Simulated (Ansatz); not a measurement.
**CH6OSiSn: one species, many methods**

The task here is to estimate one member of a computed series from the others.

Program: Ansatz 0.2.0, Gaussian basis. Level of theory: functionals in def2-TZVPP, the program's frozen cores in correlated methods. These are calculated values, not measurements.

Levels to be run: PBE-D4, r2SCAN-D4, PBE0-D4, B3LYP-D4, ωB97X-V, ωB97M-V, B2PLYP; CCSD(T)/def2-TZVPP; MP2/def2-QZVPP; extrapolation to the limit.

## Structure used throughout

All runs share one geometry, relaxed beforehand with PBE0-D4 in a triple-zeta def2 set. Sn takes the def2 core potential; no spin-orbit term is included.

SMILES `C1[O][SnH2][SiH2]1`, 10 atoms, charge 0, spin multiplicity 1.

Atoms are counted from 1 here; the program's logs count them from 0.

Bond lengths: C1–O2 1.423 Å, C1–Si4 1.920 Å, C1–H5 1.098 Å, C1–H6 1.098 Å, O2–Sn3 2.015 Å, Sn3–Si4 2.546 Å, Sn3–H7 1.712 Å, Sn3–H8 1.712 Å, Si4–H9 1.489 Å, Si4–H10 1.489 Å. Angles: O2–C1–Si4 106.4°, O2–C1–H5 110.5°, O2–C1–H6 110.5°, Si4–C1–H5 111.3°, Si4–C1–H6 111.2°, H5–C1–H6 107.0°, C1–O2–Sn3 106.7°, O2–Sn3–Si4 71.3°, O2–Sn3–H7 109.5°, O2–Sn3–H8 109.4°, Si4–Sn3–H7 124.2°, Si4–Sn3–H8 124.3°, H7–Sn3–H8 108.3°, C1–Si4–Sn3 75.6°, C1–Si4–H9 116.4°, C1–Si4–H10 116.6°, Sn3–Si4–H9 118.4°, Sn3–Si4–H10 118.6° and more.

Set-up of the first run:

Contents of in.yaml:

```yaml
crystal:
  periodic: [false, false, false]
  atoms:
    - {symbol: C, position_ang: [-0.909793, 0.651263, -0.653442]}
    - {symbol: O, position_ang: [-0.843104, -0.739030, -0.949224]}
    - {symbol: Sn, position_ang: [0.645465, -1.499342, 0.176225]}
    - {symbol: Si, position_ang: [0.446704, 0.991961, 0.662273]}
    - {symbol: H, position_ang: [-1.906444, 0.916210, -0.276038]}
    - {symbol: H, position_ang: [-0.741639, 1.246470, -1.560945]}
    - {symbol: H, position_ang: [1.835552, -2.189260, -0.842578]}
    - {symbol: H, position_ang: [0.021241, -2.732463, 1.186091]}
    - {symbol: H, position_ang: [-0.026936, 1.414558, 2.008890]}
    - {symbol: H, position_ang: [1.562152, 1.888332, 0.251549]}
basis:
  gaussian: {orbitals: def2-TZVPP}
hamiltonian: {xc: pbe, dispersion: d4}
output: {forces: true, orbitals: {seedname: orbitals}}
```

The run is started by

```sh
$ ansatz run in.yaml --threads 4 --pin off --events-out ev --progress --plain --max-ram 10444MiB
```

Among the steps run: PBE-D4 (GGA); r2SCAN-D4 (meta-GGA); PBE0-D4 (hybrid); B3LYP-D4 (hybrid); ωB97X-V (range-separated); ωB97M-V (range-separated); B2PLYP (double hybrid); CCSD(T) in def2-TZVPP; MP2 in def2-QZVPP.

One of the session's tables, all rows but one given; the rest of the session is left out.

| method | atomisation energy (kcal/mol) |
| --- | --- |
| PBE-D4 | 750.9 |
| r2SCAN-D4 | 744.1 |
| PBE0-D4 | 738.1 |
| B3LYP-D4 | 739.5 |
| ωB97X-V | 749.9 |
| ωB97M-V | 743.3 |
| B2PLYP | 730.1 |
| HF/def2-TZVPP | 518.6 |
| MP2/def2-TZVPP | ? |
| CCSD/def2-TZVPP | 712.3 |
| CCSD(T)/def2-TZVPP | 724.8 |
| MP2/CBS | 749.8 |
| CCSD(T)/CBS | 747.9 |

Estimate the missing values for MP2/def2-TZVPP.

The run gave: atomisation energy (kcal/mol): 726.6. In the column «atomisation energy (kcal/mol)» it lies between CCSD(T)/def2-TZVPP (724.8) and B2PLYP (730.1).

Among the levels timed on like hardware and quicker than the yardstick, those that no quicker one beats, quickest first: PBE-D4 (2.6 s, +2.9 kcal/mol); ωB97X-V (8.5 s, +2.0 kcal/mol).

B2PLYP carry no dispersion term (for B3LYP, D4 adds 8.9 kcal/mol).

Caveats from the session: All levels share the lack of spin-orbit coupling, which lowers the free heavy atoms and so the true binding.
